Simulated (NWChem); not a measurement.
# CCSD/def2-SVPD (core potential) run of MoO3 (molybdenum trioxide)

We compute the energy of MoO3 (molybdenum trioxide). 

The results are computed with NWChem 7.3.0.

### Step 1. Starting point

MoO3: 4 atoms, total charge 0, spin state singlet. As SMILES, `[O]=[Mo](=[O])=[O]`. Geometry: relaxed at PBE0-D4/def2-TZVP.

Bond lengths: O1–Mo2 1.692 Å, Mo2–O3 1.692 Å, Mo2–O4 1.692 Å. Angles: O1–Mo2–O3 110.3°, O1–Mo2–O4 110.3°, O3–Mo2–O4 110.3°.

### Step 2. A single-point energy at CCSD/def2-SVPD (core potential)

work.nw reads:

```
start work
memory total 2200 mb

geometry units au noautosym nocenter noautoz
 O   -1.82925489  -0.28308097   2.38577923
 Mo  -0.26097118  -0.63589284  -0.37851214
 O    2.84781727  -1.14819759   0.16780768
 O   -0.65233346   1.95322092  -2.21362518
end

basis spherical bse
 * library def2-SVPD
end

ecp bse
 Mo library def2-SVPD
end

scf
 thresh 1e-08
 maxiter 80
end

ccsd
 freeze core 3
 maxiter 60
end

task ccsd
```

On the command line:

```
nwchem work.nw > work.out
```

**Question.** What will come out? Wanted: total energy; HOMO energy; LUMO energy; HOMO–LUMO gap; correlation energy.

Computed results:

Level: CCSD/def2-SVPD (core potential), 3 core orbitals frozen.

| quantity | value |
| --- | --- |
| total energy | -292.86343 Eh |
| HOMO energy (Hartree–Fock orbitals) | -13.25 eV |
| LUMO energy (Hartree–Fock orbitals) | -2.16 eV |
| HOMO–LUMO gap (Hartree–Fock orbitals) | 11.09 eV |
| correlation energy (3 core orbitals frozen) | -984.2 mEh |

In words: Mulliken charges run from -0.93 on O1 to +2.80 on Mo2; in a basis this large or diffuse they mean little.
